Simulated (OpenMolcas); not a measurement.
# C2H2FSi− (SMILES C#C[SiH-]F) at CISD/def2-SV(P) (electric field -0.02 a.u., field axis z)

Aim: the energy difference between two shapes of C2H2FSi− at CISD/def2-SV(P) (electric field -0.02 a.u., field axis z), from 2 runs. 

The calculation is run with OpenMolcas 26.06.

4 further runs of the same task are left out: 4 set aside as unsound or not needed.

### Step 1. The molecule

C2H2FSi−: 6 atoms, total charge -1, spin state singlet. SMILES: `C#C[SiH-]F`. The coordinates come from a GFN2-xTB relaxation.

Bond lengths: C1–C2 1.210 Å, C2–Si3 1.869 Å, Si3–F4 1.726 Å, C1–H5 1.062 Å, Si3–H6 1.523 Å. Angles: C1–C2–Si3 160.2°, C2–Si3–F4 99.9°, C2–C1–H5 174.2°, C2–Si3–H6 99.7°, F4–Si3–H6 94.8°.

### Step 2. A single-point energy at CISD/def2-SV(P) (electric field -0.02 a.u., field axis z)

File mol.inp:

```
&GATEWAY
BASLIB = $CurrDir
BASISSET
C.def2-SVP....
C1 1.111270 -0.445760 -1.230420 angstrom
C2 0.327710 -0.094560 -0.377550 angstrom
End of Basis
BASISSET
Si.def2-SVP....
Si3 -0.326790 0.561260 1.245330 angstrom
End of Basis
BASISSET
F.def2-SVP....
F4 -1.396830 -0.723260 1.675750 angstrom
End of Basis
BASISSET
H.def2-SVP....
H5 1.713780 -0.774250 -2.040660 angstrom
H6 -1.429140 1.476570 0.727570 angstrom
End of Basis
&SEWARD
&FFPT
DIPOLE
Z 0.02
&SCF
CHARGE = -1
PRORBITALS = 0
&MOTRA
FROZEN = 8
&GUGA
ELECTRONS = 22
SPIN = 1
INACTIVE = 11
ACTIVE = 0
CIALL = 1
&CPF
SDCI
```

The basis set def2-SV(P) is read from a file made from the Basis Set Exchange's data (not shown).

On the command line:

```
$ export MOLCAS_MEM=1860
$ pymolcas mol.inp > mol.log
```

Log (excerpt; [...] marks lines left out):

```text
--- Start Module: gateway ---
[...]
--- Stop Module: gateway /rc=_RC_ALL_IS_WELL_ ---
[...]
      Basis functions           64
[...]
       Convergence after  16 Iterations
[...]
::    Total SCF energy                               -465.0344124105
[...]
      Total spin, S                                     0.0000000000
[...]
      *** WARNING: Default frozen orbitals is overwritten by user input.
      *** Default values:   5
[...]
--- Start Module: guga ---
[...]
--- Stop Module: guga /rc=_RC_ALL_IS_WELL_ ---
--- Start Module: cpf ---
[...]
      Active orbitals                            0       0
[...]
      Spin quantum number                      0.0
[...]
     FINAL CI ENERGY          -465.50122573
     FINAL CORRELATION ENERGY   -0.46681332  REFERENCE ENERGY    -465.03441241
[...]
     REL. CI ENERGY           -465.50122573
[...]
      Total electronic charge=   38.000000
      Total            charge=   -1.000000
[...]
      Dipole Moment (debye):
      Origin of the operator (angstrom)=   -0.2483   -0.0523    0.6310
                   X=  1.6932E+00               Y= -1.5654E+00               Z= -4.9104E+00           Total=  5.4249E+00
      Quadrupole Moment (debye*angstrom):
[...]
--- Stop Module: cpf /rc=_RC_ALL_IS_WELL_ ---
[...]
```

Wall time 6.6 s (1 thread of Arm Neoverse V1, shared host); peak memory 0.4 GiB.

### Step 3. The distorted shape at the same level

File mol.input:

```
>>> EXPORT MOLCAS_PRINT=2

&GATEWAY
 BasLib
 $CurrDir
 BasisSet
 C.def2-SVP....
 C1 1.055441 -0.570689 -1.147518 angstrom
 C2 0.391229 -0.178807 -0.274508 angstrom
 End of Basis
 BasisSet
 Si.def2-SVP....
 Si3 -0.478234 0.427839 1.271490 angstrom
 End of Basis
 BasisSet
 F.def2-SVP....
 F4 -1.395497 -0.640637 1.662098 angstrom
 End of Basis
 BasisSet
 H.def2-SVP....
 H5 1.771593 -0.585261 -1.901070 angstrom
 H6 -1.302093 1.480115 0.730762 angstrom
 End of Basis

&SEWARD

&FFPT
 Dipole
 Z 0.02

&SCF
 Charge
 -1
 PrOrbitals
 0

&MOTRA
 Frozen
 8

&GUGA
 Electrons
 22
 Spin
 1
 Inactive
 11
 Active
 0
 CIAll
 1

&CPF
 SDCI
```

The basis set def2-SV(P) is read from a file made from the Basis Set Exchange's data (not shown).

On the command line:

```
$ export MOLCAS_MEM=1860
$ pymolcas mol.input > mol.log
```

Log (excerpt; [...] marks lines left out):

```text
--- Start Module: gateway ---
[...]
--- Stop Module: gateway /rc=_RC_ALL_IS_WELL_ ---
[...]
      Basis functions           64
[...]
       Convergence after  15 Iterations
[...]
::    Total SCF energy                               -464.9828257388
[...]
      Total spin, S                                     0.0000000000
[...]
      *** WARNING: Default frozen orbitals is overwritten by user input.
      *** Default values:   5
[...]
--- Start Module: guga ---
[...]
--- Stop Module: guga /rc=_RC_ALL_IS_WELL_ ---
--- Start Module: cpf ---
[...]
      Active orbitals                            0       0
[...]
      Spin quantum number                      0.0
[...]
     FINAL CI ENERGY          -465.44345555
     FINAL CORRELATION ENERGY   -0.46062981  REFERENCE ENERGY    -464.98282574
[...]
     REL. CI ENERGY           -465.44345555
[...]
      Total electronic charge=   38.000000
      Total            charge=   -1.000000
[...]
      Dipole Moment (debye):
      Origin of the operator (angstrom)=   -0.3022   -0.1136    0.6700
                   X=  3.0688E-01               Y= -2.2417E+00               Z= -4.7786E+00           Total=  5.2872E+00
      Quadrupole Moment (debye*angstrom):
[...]
--- Stop Module: cpf /rc=_RC_ALL_IS_WELL_ ---
[...]
```

It took 6.6 s on 1 thread of Arm Neoverse V1, shared host; peak memory 0.4 GiB.

### Step 4. What came out

Level: CISD/def2-SV(P) (electric field -0.02 a.u., field axis z), 8 core orbitals frozen.

| quantity | value |
| --- | --- |
| first shape: total energy | -465.50123 Eh |
| first shape: HOMO–LUMO gap (to an unbound level, set by the basis) | 11.24 eV |
| first shape: correlation energy (8 core orbitals frozen) | -466.8 mEh |
| distorted shape: total energy | -465.44346 Eh |
| distorted shape: HOMO–LUMO gap (to an unbound level, set by the basis) | 10.71 eV |
| distorted shape: correlation energy (8 core orbitals frozen) | -460.6 mEh |
| energy change with the atoms displaced | 1.572 eV |

With the atoms displaced the energy rises by 1.57 eV (152 kJ/mol). The first shape isn't relaxed at this level, so the change isn't measured from a minimum. Mulliken charges (first shape) of the mean-field density run from -0.62 on F4 to +0.23 on Si3. Mulliken charges (distorted shape) of the mean-field density run from -0.47 on F4 to +0.17 on H5; they depend strongly on the basis.
